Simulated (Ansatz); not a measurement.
# Si2Mo: equation of state

The task here is to estimate one member of a computed series from the others.

Method: DFT PBEsol, scalar-relativistic, in Ansatz 0.2.0.

## The structure to begin with

The structure is tetragonal, space group I4/mmm (No. 139). Conventional cell: a = 3.200 Å, b = 3.200 Å, c = 7.861 Å, α = 90.00°, β = 90.00°, γ = 90.00°. Si (site symmetry 4mm) has 5 Si at 2.61 to 2.63 Å and 5 Mo at 2.62 Å as nearest neighbours. Around Mo (site symmetry 4/mmm) lie 10 Si at 2.62 Å.

Structure file:

```cif
data_structure
_symmetry_space_group_name_H-M 'P 1'
_symmetry_Int_Tables_number 1
_cell_length_a 4.5353
_cell_length_b 4.5353
_cell_length_c 4.5353
_cell_angle_alpha 138.684
_cell_angle_beta 138.684
_cell_angle_gamma 59.857
_cell_volume 40.25
loop_
_atom_site_label
_atom_site_type_symbol
_atom_site_fract_x
_atom_site_fract_y
_atom_site_fract_z
_atom_site_occupancy
Si1 Si 0.33300 0.33300 0.00000 1
Si2 Si 0.66700 0.66700 0.00000 1
Mo1 Mo 0.00000 0.00000 0.00000 1
```

Atoms are numbered in the order of the input: Si1, Si2, Mo3.

Set-up of the first run:

input.yaml reads:

```yaml
crystal:
  lattice:
    - [-1.5783757276, 1.5783757276, 3.8773786233]
    - [1.5783757276, -1.5783757276, 3.8773786233]
    - [1.5783757276, 1.5783757276, -3.8773786233]
  atoms:
    - { symbol: Si, position: [0.333, 0.333, 0.0] }
    - { symbol: Si, position: [0.667, 0.667, 0.0] }
    - { symbol: Mo, position: [0.0, 0.0, 0.0] }
kpoints:
  mp_grid: { grid: [12, 12, 16] }
  band_path:
    path:
      - [0.0, 0.0, 0.0]
      - [0.0, 0.0, 0.5]
      - [0.25, 0.25, 0.25]
      - [0.0, 0.5, 0.0]
      - [0.0, 0.0, 0.0]
      - [0.5, 0.5, -0.5]
      - [0.2914270847, 0.7085729153, -0.2914270847]
      - [-0.2914270847, 0.2914270847, 0.2914270847]
      - [0.0, 0.0, 0.0]
    npoints: 5
scf:
  occupations: { method: fermi_dirac, width: 0.03 }
hamiltonian:
  xc: pbesol
  pseudopotentials: { kind: all_electron, lapw: { basis_error: 0.001 } }
output:
  forces: true
  stress: true
  eigenvalues: true
```

On the command line:

```
ansatz run input.yaml --threads 1 --pin off --max-ram 6144MiB --backend cpu --events-out ev --progress --plain --runs-dir out
```

Among the steps run: Volume × 0.96, LAPW; Volume × 0.96, PAW; Volume × 0.96, crystal datasets; Volume × 0.99, LAPW; Volume × 0.99, PAW; Volume × 0.99, crystal datasets; Volume × 1.02, LAPW; Volume × 1.02, PAW; Volume × 1.02, crystal datasets; Volume × 1.06, LAPW; Volume × 1.06, PAW; Volume × 1.06, crystal datasets.

One of the session's tables, all rows but one given; the rest of the session is left out.

```
          method  volume (Å³/atom)  largest force (eV/Å)
            LAPW            12.879                 0.267
            LAPW            13.282                 0.315
            LAPW            13.684                 0.360
            LAPW            14.221                 0.412
             PAW            12.879                 0.268
             PAW            13.282                     ?
             PAW            13.684                 0.360
             PAW            14.221                 0.413
crystal datasets            12.879                 0.267
crystal datasets            13.282                 0.315
crystal datasets            13.684                 0.360
crystal datasets            14.221                 0.412
```

Q: Estimate the row for PAW, 13.282 from the others.

As computed: largest force (eV/Å): 0.316. In the column «largest force (eV/Å)» it lies between crystal datasets, 13.282 (0.315) and LAPW, 13.684 (0.360).

Caveats from the session: Warnings in the runs' records: symmetry narrowed by mesh, gradients without spin orbit, crystal datasets made.
